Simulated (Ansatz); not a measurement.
# FGaH2Mg (SMILES [F][GaH][MgH]): functionals against CCSD(T) at one geometry

One table from this session's results is given with a row withheld; the runs are named, their logs left out.

Method: single points in def2-TZVPP; program: Ansatz 0.2.0, Gaussian basis.

Correlated methods freeze the cores. Filled d shells of the heavier atoms are correlated. The outer core shell of Li, Na, Mg and K is correlated.

## The starting structure

SMILES `[F][GaH][MgH]`, 5 atoms, charge 0, spin multiplicity 1.

Atoms are counted from 1 here; the program's logs count them from 0.

Bond lengths: F1–Ga2 1.877 Å, Ga2–Mg3 2.399 Å, Ga2–H4 1.886 Å, Mg3–H5 1.695 Å. Angles: F1–Ga2–Mg3 133.9°, F1–Ga2–H4 103.4°, Mg3–Ga2–H4 118.8°, Ga2–Mg3–H5 139.0°.

Geometry (Å):

```mol
FGaH2Mg
  3D, bonds by distance, orders not assigned

  5  4  0  0  0  0  0  0  0  0999 V2000
   -1.8429   -1.8701   -0.0883 F   0  0
   -0.3545   -0.7572    0.1738 Ga  0  0
    0.7020    0.9450   -1.1458 Mg  0  0
   -0.1883   -0.6863    2.0510 H   0  0
    1.5471    2.3968   -0.9203 H   0  0
  1  2  8  0
  2  3  8  0
  2  4  8  0
  3  5  8  0
M  END
```

The first run:

File run/in.yaml:

```yaml
crystal:
  periodic: [false, false, false]
  atoms:
    - {symbol: F, position_ang: [-1.842900, -1.870100, -0.088300]}
    - {symbol: Ga, position_ang: [-0.354500, -0.757200, 0.173800]}
    - {symbol: Mg, position_ang: [0.702000, 0.945000, -1.145800]}
    - {symbol: H, position_ang: [-0.188300, -0.686300, 2.051000]}
    - {symbol: H, position_ang: [1.547100, 2.396800, -0.920300]}
basis:
  gaussian: {orbitals: def2-TZVPP}
correlation: {method: ccsd_t}
output: {forces: true}
```

The command line of these runs was not kept.

Steps of the session up to this table: CCSD(T)/def2-TZVPP; PBE0-D4/def2-TZVPP; wB97M-V/def2-TZVPP; r2SCAN-D4/def2-TZVPP; PBE-D4/def2-TZVPP; SPW92/def2-TZVPP; B97M-V/def2-TZVPP.

One table of the session follows, with a row left open; its other results are not shown here.

| method | RMS force component (eV/Å) | angle to CCSD(T) forces (°) | dipole (D) |
| --- | --- | --- | --- |
| CCSD(T) | 1.398 | reference | 4.60 |
| PBE0-D4 | 1.353 | 1.3 | 4.51 |
| wB97M-V | 1.352 | 2.8 | 4.74 |
| r2SCAN-D4 | ? | ? | ? |
| PBE-D4 | 1.179 | 4.8 | 4.20 |
| SPW92 | 1.266 | 5.1 | 4.20 |
| B97M-V | 1.355 | 2.8 | 4.49 |

Estimate the missing values for r2SCAN-D4.

**Answer.** RMS force component (eV/Å): 1.333; angle to CCSD(T) forces (°): 1.6; dipole (D): 4.46. In the column «RMS force component (eV/Å)» it lies between SPW92 (1.266) and wB97M-V (1.352).
